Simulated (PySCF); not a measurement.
# C3H8OSi: the cost of one run

The runs use PySCF 2.14.0, with density-fitted response routines of our own; the level of theory stands in each step. All values are computed, except where a source is named. Atoms are numbered from 0 throughout.

### 1 Starting geometry

13 atoms, charge 0, multiplicity 1; geometry from: GFN2-xTB. The atoms were then displaced at random by about 0.01 Å, so the start is not that level's minimum.

Bonds of the start (Å): C0–Si1 1.87, Si1–C2 1.92, C2–C3 1.56, C2–O4 1.21, C0–H5 1.11, C0–H6 1.10, C0–H7 1.06, Si1–H8 1.48, Si1–H9 1.48, C3–H10 1.05, C3–H11 1.09, C3–H12 1.07.

### 2 Optimising the geometry at PBE0-D3(BJ)/def2-SVP

What the job is given:

```
{"job": {"xc": "PBE0", "basis": "def2-SVP", "d3": "d3bj", "grid": 1, "shake": 0.01, "kind": "geom"}, "charge": 0, "multiplicity": 1}
C     -2.208500    -0.037880    -0.208760
Si    -0.590690     0.137440     0.705650
C      0.813620    -0.388050    -0.499660
C      2.259630     0.084930    -0.162270
O      0.602260    -1.084650    -1.467800
H     -2.303430     0.716160    -1.023870
H     -3.063690     0.147760     0.451520
H     -2.316260    -0.995860    -0.657170
H     -0.315020     1.520770     1.168340
H     -0.514640    -0.758640     1.876300
H      2.950910    -0.341870    -0.834140
H      2.256000     1.169860    -0.214060
H      2.435630    -0.186850     0.855610
```

The run is started by

```bash
$ OMP_NUM_THREADS=1 python probes_run.py task.json out
```

This one command runs all jobs of the session in turn.

**Question.** How long does this first job take on 1 thread of Arm Neoverse V1, shared host, and how much memory does it need?

About 29 s, with a peak of 0.47 GiB.
